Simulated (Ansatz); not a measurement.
# C5H16N2Si: the cost of one run

All numbers below are computed with Ansatz 0.2.0 (RKS PBE-D4/6-31G).

## (1) The starting structure

Bond lengths (14 of 23 bonds, heavy atoms first): Si1–C3 1.870 Å, Si1–N7 1.819 Å, N7–C8 1.470 Å, N7–C12 1.470 Å, Si1–N16 1.819 Å, N16–C17 1.470 Å, N16–C21 1.470 Å, Si1–H2 1.460 Å, C3–H4 1.110 Å, C3–H5 1.110 Å, C3–H6 1.110 Å, C8–H9 1.110 Å, C8–H10 1.110 Å, C8–H11 1.110 Å. Angles (14 of 42 angles, heavy atoms first): C3–Si1–N7 109.5°, C3–Si1–N16 109.5°, N7–Si1–N16 109.5°, Si1–N7–C8 120.0°, Si1–N7–C12 120.0°, C8–N7–C12 120.0°, Si1–N16–C17 120.0°, Si1–N16–C21 120.0°, C17–N16–C21 120.0°, H2–Si1–C3 109.4°, H2–Si1–N7 109.5°, H2–Si1–N16 109.5°, Si1–C3–H4 109.5°, Si1–C3–H5 109.5°.

The coordinates stand in the first input below.

## (2) Relaxing the start

input.yaml

```yaml
crystal:
  periodic: [false, false, false]
  atoms:
    - { symbol: Si, position_ang: [0.0, 0.0, 0.0] }
    - { symbol: H, position_ang: [0.0, 0.0, 1.46] }
    - { symbol: C, position_ang: [1.7634, 0.0, -0.6227] }
    - { symbol: H, position_ang: [2.1111, -1.0463, -0.7509] }
    - { symbol: H, position_ang: [1.8119, 0.5276, -1.5981] }
    - { symbol: H, position_ang: [2.4154, 0.5187, 0.1108] }
    - { symbol: "N", position_ang: [-0.8572, 1.4851, -0.6061] }
    - { symbol: C, position_ang: [-2.2719, 1.4087, -0.9981] }
    - { symbol: H, position_ang: [-2.8245, 0.7784, -0.2704] }
    - { symbol: H, position_ang: [-2.7088, 2.429, -1.0098] }
    - { symbol: H, position_ang: [-2.3521, 0.9607, -2.0106] }
    - { symbol: C, position_ang: [-0.1354, 2.762, -0.7039] }
    - { symbol: H, position_ang: [-0.2436, 3.1711, -1.73] }
    - { symbol: H, position_ang: [-0.5567, 3.4827, 0.0276] }
    - { symbol: H, position_ang: [0.9399, 2.5975, -0.4831] }
    - { symbol: "N", position_ang: [-0.8572, -1.4851, -0.6061] }
    - { symbol: C, position_ang: [-1.5991, -2.3398, 0.332] }
    - { symbol: H, position_ang: [-1.2218, -2.1735, 1.3626] }
    - { symbol: H, position_ang: [-2.6791, -2.0872, 0.2887] }
    - { symbol: H, position_ang: [-1.4574, -3.4051, 0.0541] }
    - { symbol: C, position_ang: [-0.8082, -1.8308, -2.034] }
    - { symbol: H, position_ang: [-1.6103, -1.2865, -2.5747] }
    - { symbol: H, position_ang: [0.1794, -1.5432, -2.4511] }
    - { symbol: H, position_ang: [-0.9565, -2.9241, -2.1559] }
basis:
  gaussian: { orbitals: "6-31G" }
hamiltonian:
  xc: pbe
  dispersion: d4
relax:
  f_tol: 0.02
  max_steps: 40
output:
  orbitals: {}
```

The run is started by

```console
> ansatz run input.yaml --threads 2 --pin off --max-ram 3072MiB --backend cpu --events-out ev --progress --plain --runs-dir out
```

Q: Estimate wall time and peak memory on 2 threads of Arm Neoverse V2, shared host.

About 1.8 min, with a peak of 0.25 GiB.
